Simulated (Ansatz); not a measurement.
# VPt3: the cost of one run

Computed with Ansatz 0.2.0 (DFT r2SCAN, PAW, plane waves, scalar-relativistic, unless a step's input says otherwise).

## Step 1: Starting point

It takes space group Pm-3m (No. 221, cubic). Conventional cell: a = 3.879 Å, b = 3.879 Å, c = 3.879 Å, α = 90.00°, β = 90.00°, γ = 90.00°. V (site symmetry m-3m) is surrounded by 12 Pt at 2.74 Å. Around Pt (site symmetry 4/mmm) lie 4 V at 2.74 Å and 8 Pt at 2.74 Å. Pt (site symmetry 4/mmm) is surrounded by 8 Pt at 2.74 Å and 4 V at 2.74 Å.

Structure file:

```
V Pt
1.0
     3.87900    0.00000    0.00000
     0.00000    3.87900    0.00000
     0.00000    0.00000    7.75800
V Pt
2 6
Direct
  0.00000 0.00000 0.00000
  0.00000 0.00000 0.50000
  0.00000 0.50000 0.25000
  0.00000 0.50000 0.75000
  0.50000 0.00000 0.25000
  0.50000 0.00000 0.75000
  0.50000 0.50000 0.00000
  0.50000 0.50000 0.50000
```

In tables a label like Pt8 counts atoms in the order of input.yaml; a structure file may count by element.

First come: parallel moments, plain SCF; opposed moments +-, plain SCF; no spin polarisation; spin on, no moments given (the program may seed its own), plain SCF. Further starts follow from what these give.

“Plain SCF” means no search for lower states. Ends within 0.2 meV/atom and 0.1 μB count as one state.

The total moment includes the space between the atomic spheres.

## Step 2: Parallel moments, plain SCF

The input, input.yaml:

```yaml
crystal:
  lattice:
    - [3.879, 0.0, 0.0]
    - [0.0, 3.879, 0.0]
    - [0.0, 0.0, 7.758]
  atoms:
    - { symbol: V, position: [0.0, 0.0, 0.0], spin: 2.0 }
    - { symbol: V, position: [0.0, 0.0, 0.5], spin: 2.0 }
    - { symbol: Pt, position: [0.0, 0.5, 0.25] }
    - { symbol: Pt, position: [0.0, 0.5, 0.75] }
    - { symbol: Pt, position: [0.5, 0.0, 0.25] }
    - { symbol: Pt, position: [0.5, 0.0, 0.75] }
    - { symbol: Pt, position: [0.5, 0.5, 0.0] }
    - { symbol: Pt, position: [0.5, 0.5, 0.5] }
magnetization:
  spin_polarized: true
hamiltonian:
  xc: r2scan
  pseudopotentials: { kind: paw }
basis:
  ecutwfc: 500
kpoints:
  mp_grid: { grid: [5, 5, 3] }
scf:
  occupations: { method: fermi_dirac, width: 0.1 }
  lower_state_search: "off"
output:
  forces: true
  stress: true
```

Started as:

```bash
$ ansatz run input.yaml --threads 2 --pin off --max-ram 5120MiB --backend cpu --events-out ev --progress --plain --runs-dir out
```

What time and memory should one allow on 2 threads of Arm Neoverse V1, shared host?

About 39 s, with a peak of 0.76 GiB.
